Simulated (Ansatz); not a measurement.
# C6H14OSn: a ladder of functionals

The task here is to estimate one member of a computed series from the others.

Method: functionals in def2-TZVPP; program: Ansatz 0.2.0, Gaussian basis.

The runs, in order: LDA (SPW92), PBE-D4, revPBE-D4, BLYP-D4, r2SCAN-D4, B97M-V, PBE0-D4, B3LYP-D4, r2SCANh-D4.

## The geometry

An earlier PBE0-D4 in a triple-zeta def2 set relaxation fixed the geometry. Sn takes the def2 core potential; no spin-orbit term is included.

SMILES `C[CH2][Sn][O]C(C)(C)C`, 22 atoms, charge 0, spin multiplicity 1.

Atoms are counted from 1 here; the program's logs count them from 0.

Bond lengths: C1–C2 1.521 Å, C1–H9 1.091 Å, C1–H10 1.095 Å, C1–H11 1.094 Å, C2–Sn3 2.193 Å, C2–H12 1.099 Å, C2–H13 1.096 Å, Sn3–O4 1.984 Å, O4–C5 1.412 Å, C5–C6 1.525 Å, C5–C7 1.523 Å, C5–C8 1.525 Å, C6–H14 1.093 Å, C6–H15 1.092 Å, C6–H16 1.093 Å, C7–H17 1.093 Å, C7–H18 1.094 Å, C7–H19 1.094 Å and more. Angles: C2–C1–H9 111.1°, C2–C1–H10 111.9°, C2–C1–H11 111.5°, H9–C1–H10 108.2°, H9–C1–H11 106.7°, H10–C1–H11 107.1°, C1–C2–Sn3 116.6°, C1–C2–H12 110.6°, C1–C2–H13 111.6°, Sn3–C2–H12 104.5°, Sn3–C2–H13 107.3°, H12–C2–H13 105.4°, C2–Sn3–O4 91.4°, Sn3–O4–C5 131.6°, O4–C5–C6 107.1°, O4–C5–C7 112.4°, O4–C5–C8 107.4°, C6–C5–C7 109.9° and more.

The first run:

File in.yaml:

```yaml
crystal:
  periodic: [false, false, false]
  atoms:
    - {symbol: C, position_ang: [-0.487789, -3.065350, 0.359936]}
    - {symbol: C, position_ang: [-0.188828, -2.940400, -1.126108]}
    - {symbol: Sn, position_ang: [0.808518, -1.097744, -1.774202]}
    - {symbol: O, position_ang: [0.021728, -0.083464, -0.260856]}
    - {symbol: C, position_ang: [0.137346, 1.271159, 0.119819]}
    - {symbol: C, position_ang: [-1.278430, 1.823786, 0.242480]}
    - {symbol: C, position_ang: [0.928912, 2.093010, -0.889059]}
    - {symbol: C, position_ang: [0.831810, 1.304811, 1.477012]}
    - {symbol: H, position_ang: [-1.056689, -2.207044, 0.720257]}
    - {symbol: H, position_ang: [-1.057916, -3.972688, 0.586380]}
    - {symbol: H, position_ang: [0.430665, -3.105700, 0.952223]}
    - {symbol: H, position_ang: [-1.118666, -2.970743, -1.712000]}
    - {symbol: H, position_ang: [0.412556, -3.781614, -1.489752]}
    - {symbol: H, position_ang: [-1.271392, 2.859496, 0.591612]}
    - {symbol: H, position_ang: [-1.853030, 1.220642, 0.947991]}
    - {symbol: H, position_ang: [-1.781689, 1.788304, -0.726706]}
    - {symbol: H, position_ang: [0.990690, 3.137211, -0.573335]}
    - {symbol: H, position_ang: [1.948950, 1.711759, -0.992861]}
    - {symbol: H, position_ang: [0.453214, 2.065476, -1.873830]}
    - {symbol: H, position_ang: [0.279932, 0.691937, 2.192176]}
    - {symbol: H, position_ang: [0.896149, 2.324482, 1.865316]}
    - {symbol: H, position_ang: [1.844559, 0.902875, 1.392105]}
basis:
  gaussian: {orbitals: def2-TZVPP}
hamiltonian: {xc: lda}
output: {orbitals: {seedname: orbitals}}
```

Steps of the session up to this table: LDA; PBE-D4 (GGA); revPBE-D4 (GGA); BLYP-D4 (GGA); r2SCAN-D4 (meta-GGA); B97M-V (meta-GGA); PBE0-D4 (hybrid); B3LYP-D4 (hybrid); r2SCANh-D4 (hybrid).

One of the session's tables, all rows but one given; the rest of the session is left out.

```
 functional  HOMO (eV)  LUMO (eV)  gap (eV)
LDA (SPW92)      -5.06      -2.94      2.12
     PBE-D4      -4.89      -2.70      2.18
  revPBE-D4      -4.82      -2.60      2.22
    BLYP-D4      -4.76      -2.64      2.12
  r2SCAN-D4      -5.10      -2.62      2.48
     B97M-V      -5.09      -2.71      2.38
    PBE0-D4      -5.92      -2.03      3.89
   B3LYP-D4          ?          ?         ?
 r2SCANh-D4      -5.49      -2.37      3.12
```

Estimate the missing values for B3LYP-D4.

**Answer.** HOMO (eV): -5.75; LUMO (eV): -2.27; gap (eV): 3.48. In the column «HOMO (eV)» it lies between PBE0-D4 (-5.92) and r2SCANh-D4 (-5.49).
